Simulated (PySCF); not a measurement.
**[GdF3(H2O)]−: other functionals and bases at one geometry**

How far do other levels of theory move the description of [GdF3(H2O)]−, and what does each cost? The species was built from a template and needn't be a known compound.

The runs use PySCF 2.14.0; several levels, as the steps say, no spin–orbit coupling.

1 further run of the same task is left out (for a known fault of the program).

### 1 Starting geometry

7 atoms, charge -1, spin multiplicity 1.

Bond lengths: Gd1–F2 2.196 Å, Gd1–F3 2.332 Å, Gd1–F4 2.201 Å, Gd1–O5 2.686 Å, Gd1–H7 2.481 Å, O5–H6 0.963 Å, O5–H7 1.027 Å. Angles: F2–Gd1–F3 113.1°, F2–Gd1–F4 119.4°, F2–Gd1–O5 97.9°, F2–Gd1–H7 105.5°, F3–Gd1–F4 122.7°, F3–Gd1–O5 57.6°, F3–Gd1–H7 35.1°, F4–Gd1–O5 130.3°, F4–Gd1–H7 133.5°, O5–Gd1–H7 22.5°, Gd1–O5–H6 104.7°, Gd1–O5–H7 67.5°, H6–O5–H7 104.1°, Gd1–H7–O5 90.0°.

Geometry (Å):

```
Gd    0.1275   -0.2037   -0.1411
F     0.9049    1.2585    1.3018
F    -2.1465   -0.6391    0.1354
F     1.5077   -1.6434   -1.0714
O    -1.7761    1.3386   -1.2410
H    -1.8426    2.0991   -0.6546
H    -2.1666    0.5646   -0.6909
```

Formal oxidation states: Gd +2. Each metal's 8 4f electrons lie in its core potential, so multiplicities, spins and levels count the valence alone. For divalent La, Ce, Gd or Lu the extra electron is normally 5d or 6s, so this core forces an excited configuration. An earlier session relaxed this geometry at PBE0, Gd lcecp-0-SVP with ECP54, F def2-SVP, O def2-SVP, H def2-SVP (singlet, point group C1).

At PBE0 on the finer grid: E = -405.457985 Eh, frontier levels not given, since the 4f levels lie in the core, Mulliken charge on Gd1 +0.74 e, largest force component 0.022 eV/Å. 

Levels to run: PBE; BP86; PBE0, TZVP. Hardware: 2 threads of Arm Neoverse V1, shared host.

### 2 PBE

Contents of run.py (the lines that set the calculation):

```python
mol = gto.M(atom='''
Gd     0.12754    -0.20375    -0.14105
F      0.90492     1.25853     1.30181
F     -2.14652    -0.63910     0.13538
F      1.50769    -1.64341    -1.07143
O     -1.77608     1.33862    -1.24101
H     -1.84257     2.09906    -0.65464
H     -2.16661     0.56459    -0.69093''',
    basis={'Gd': 'lcecp-0-SVP', 'F': 'def2-SVP', 'O': 'def2-SVP', 'H': 'def2-SVP'},
    ecp={'Gd': 'lcecp-0-SVP'},
    charge=-1, spin=0)
mf = dft.RKS(mol, xc='PBE')
mf.grids.atom_grid = (75, 302)  # f atoms: unpruned, at least (60, 302)
mf = mf.density_fit()  # fitting sets: Gd AutoAux, F def2-universal-JKFIT, O def2-universal-JKFIT, H def2-universal-JKFIT
mf.conv_tol = 1e-08; mf.max_cycle = 55
mf.kernel(dm0)  # dm0: the density of the relaxed state
```

The run is started by

```bash
$ OMP_NUM_THREADS=2 python run.py
```

### 3 BP86

Changes to run.py (the lines that set the calculation) since step 2:

```diff
@@ -11,3 +11,3 @@
     charge=-1, spin=0)
-mf = dft.RKS(mol, xc='PBE')
+mf = dft.RKS(mol, xc='B88,P86')
 mf.grids.atom_grid = (75, 302)  # f atoms: unpruned, at least (60, 302)
```

### 4 PBE0, TZVP

Basis: Gd lcecp-0-TZVP with ECP54, F def2-TZVP, O def2-TZVP, H def2-TZVP. 

Contents of run.py (the lines that set the calculation):

```python
mol = gto.M(atom='''
Gd     0.12754    -0.20375    -0.14105
F      0.90492     1.25853     1.30181
F     -2.14652    -0.63910     0.13538
F      1.50769    -1.64341    -1.07143
O     -1.77608     1.33862    -1.24101
H     -1.84257     2.09906    -0.65464
H     -2.16661     0.56459    -0.69093''',
    basis={'Gd': 'lcecp-0-TZVP', 'F': 'def2-TZVP', 'O': 'def2-TZVP', 'H': 'def2-TZVP'},
    ecp={'Gd': 'lcecp-0-TZVP'},
    charge=-1, spin=0)
mf = dft.RKS(mol, xc='PBE0')
mf.grids.atom_grid = (75, 302)  # f atoms: unpruned, at least (60, 302)
mf = mf.density_fit()  # fitting sets: Gd AutoAux, F def2-universal-JKFIT, O def2-universal-JKFIT, H def2-universal-JKFIT
mf.conv_tol = 1e-08; mf.max_cycle = 55
mf.kernel(dm0)  # dm0: free metal ions and neutral atoms
```

**Question.** What will these runs give? Wanted: for each run, charge on Gd1; dipole; largest force.

The runs gave:

| level | state | charge on Gd1 (e) | dipole (D) | largest force (eV/Å) | basis functions | time |
| --- | --- | --- | --- | --- | --- | --- |
| PBE0 (relaxed here) | singlet | 0.74 | 1.68 | 0.02 | 97 | 12 s |
| PBE | singlet | 0.50 | 1.66 | 0.76 | 97 | 5.2 s |
| BP86 | singlet | 0.53 | 1.64 | 0.83 | 97 | 5.2 s |
| PBE0, TZVP | singlet | 1.15 | 1.60 | 0.28 | 183 | 14 s |

Times are on 2 threads of Arm Neoverse V1, shared host; the first row also made further properties. The dipole of a charged species depends on the origin, so these sizes hold for this origin alone.

The largest leftover force, 0.83 eV/Å with BP86, stands at a geometry relaxed at another level. The Mulliken charge on Gd spans +0.50 to +1.15 e over the levels. With 4f in the core, its levels are missing from HOMO and gap. Total energies of different levels can't be compared. Spin–orbit coupling is left out throughout.
